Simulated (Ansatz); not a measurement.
What does this script print? It uses the Ansatz DFT code, driven from Python.

Script `methods.py`:
```python
'''C2H3FTe at several levels of theory.'''

import ansatz as az

BASIS_SET = 'def2-SVP'

geometry = (
    az.Crystal.molecule()
    .atom('F', (-1.1347, -0.9309, 1.0229))
    .atom('C', (-0.3633, -0.641, -0.0727))
    .atom('C', (0.4749, 0.5394, 0.1095))
    .atom('Te', (-0.9803, 1.0052, -1.3214))
    .atom('H', (0.1229, -1.5157, -0.5837))
    .atom('H', (1.5218, 0.4386, -0.3144))
    .atom('H', (0.4199, 1.0364, 1.1142))
)

base = geometry.calculation().basis(gaussian=BASIS_SET)

methods = ['mp2', 'ccsd', 'ccsd_t']
reports = [base.correlation(m).run(threads=1, backend='cpu').report for m in methods]
print(f'Hartree-Fock reference {reports[0]["reference_energy_ev"] / 27.211386246:.6f} Ha')
best = reports[-1]['free_energy_ev'] - reports[-1]['reference_energy_ev']
for method, each in zip(methods, reports):
    gained = each['free_energy_ev'] - each['reference_energy_ev']
    print(f'{method:8s} total {each["free_energy_ev"] / 27.211386246:.6f} Ha  correlation {gained:9.4f} eV  ({100 * gained / best:.1f} % of the last)')
```

`python methods.py` gives:
```text
Hartree-Fock reference -443.708988 Ha
mp2      total -444.291062 Ha  correlation  -15.8390 eV  (92.6 % of the last)
ccsd     total -444.317892 Ha  correlation  -16.5691 eV  (96.9 % of the last)
ccsd_t   total -444.337350 Ha  correlation  -17.0986 eV  (100.0 % of the last)
```

Total energies depend on the basis set; only differences at equal settings carry meaning. The geometry is a force-field or estimated start, not a minimum of this method, and the basis set is short of its limit. A lower total doesn't mark the better method: functionals have no common bound, and MP2 and coupled cluster aren't variational. def2 sets replace the cores of elements past krypton by effective core potentials. Inner cores stay frozen; a filled d shell under the valence of the heavier atoms is correlated with it. Hardware and time: 17 s on 1 thread of Arm Neoverse V1 (shared host), peak memory 0.36 GiB.
